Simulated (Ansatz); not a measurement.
# CuSnF6: two electronic states of one cell

Aim: solve CuSnF6 (a database structure at a slightly changed volume) from each of its saved states, at one geometry and mesh, and see which is lowest and how they differ.

Program: Ansatz 0.2.0. Level of theory: DFT, r2SCAN, with U_eff = 2.27 eV on Cu d, plane waves, PAW. These are calculated values, not measurements.

## Step 1: Geometry

Cell: a = 5.505 Å, b = 5.107 Å, c = 5.265 Å, α = 120.21°, β = 92.52°, γ = 116.33°. First neighbours, in Å: F1: 1 Cu at 1.95, 1 Sn at 1.97; F2: 1 Cu at 1.95, 1 Sn at 1.97; F3: 1 Sn at 1.93, 1 Cu at 2.17; F4: 1 Sn at 1.93, 1 Cu at 2.17; Sn5: 6 F at 1.93 to 1.98; Cu6: 6 F at 1.95 to 2.17; F7: 1 Cu at 1.95, 1 Sn at 1.98; F8: 1 Cu at 1.95, 1 Sn at 1.98.

As a file:

```xyz
8
Lattice="5.5053 0.0000 0.0000 -2.2652 4.5773 0.0000 -0.2315 -3.0705 4.2709" Properties=species:S:1:pos:R:3 pbc="T T T"
F     3.6491   -2.1343    3.7200
F    -0.6405    3.6411    0.5509
F     2.0115    3.1930    1.1361
F     0.9971   -1.6862    3.1349
Sn    2.6369   -1.5353    2.1355
Cu    0.0000    0.0000    0.0000
F     0.1662    1.1572    1.5546
F     2.8424    0.3495    2.7163
```

The states: A, Cu6 up (collinear spin); B, no atom with a moment over 0.3 μB (no spin polarisation). Each run reads its own saved solution as saved_state.

## Step 2: Run from state A

input.yaml

```yaml
crystal:
  lattice:
    - [5.50532814, 0.0, 0.0]
    - [-2.26522794, 4.57731569, 0.0]
    - [-0.2314979, -3.0705485, 4.27092612]
  atoms:
    - { symbol: F, position: [0.748, 0.118, 0.871] }
    - { symbol: F, position: [0.252, 0.882, 0.129] }
    - { symbol: F, position: [0.737, 0.876, 0.266] }
    - { symbol: F, position: [0.263, 0.124, 0.734] }
    - { symbol: Sn, position: [0.5, 0.0, 0.5] }
    - { symbol: Cu, position: [0.0, 0.0, 0.0] }
    - { symbol: F, position: [0.25, 0.497, 0.364] }
    - { symbol: F, position: [0.75, 0.503, 0.636] }
kpoints:
  mp_grid: { grid: [4, 5, 4], shift: [0.5, 0.5, 0.0] }
magnetization:
  spin_polarized: true
scf:
  occupations: { method: gaussian, width: 0.1364 }
  lower_state_search: "off"
  max_iter: 200
hamiltonian:
  pseudopotentials: { kind: paw }
  xc: r2scan
  hubbard:
    projectors: all-electron-ortho-atomic
    sites: [{ species: Cu, l: d, u_eff: 2.27 }]
basis:
  ecutwfc: 500
  fft_grid_basis: typed
output:
  forces: true
  stress: true
  eigenvalues: true
  bader: true
  populations: true
  elf: true
  write_potential: true
  volumetric_format: npy
  dos:
    e_range: [-12, 8]
    de: 0.05
    projected: { site_lists: { Cu: [Cu], F: [F], Sn: [Sn] } }
checkpoint:
  read: saved_state
```

## Step 4: Run from state B

Edit input.yaml of step 2 so:

```diff
@@ -17,3 +17,3 @@
 magnetization:
-  spin_polarized: true
+  spin_polarized: false
 scf:
@@ -35,3 +35,2 @@
   eigenvalues: true
-  bader: true
   populations: true
```

(Steps that only read results are left out.)

**Question.** What will these runs give? Wanted: for each run, free energy; largest site moment; size of the net moment; gap; pressure; largest force.

**Answer**, as computed:

```csv
state,free energy (meV/atom),largest site moment (μB),size of the net moment (μB/cell),gap (eV),pressure (GPa),largest force (eV/Å),SCF cycles
A,0.0,0.83,1.00,2.25,1.2,0.43,12
B,124.5,–,–,metal,1.3,0.53,15
```

**Reading.** State A lies lowest, 124.5 meV per atom under state B. They differ in kind: A is gapped, B is a metal. Not all runs allow spin: where it is off, the gap in energy is mostly the cost of forbidding moments, not two ends of one search.

Caveats: an odd count of electrons without spin polarisation forces a partly filled band; the k mesh is coarse for a cell without a gap.
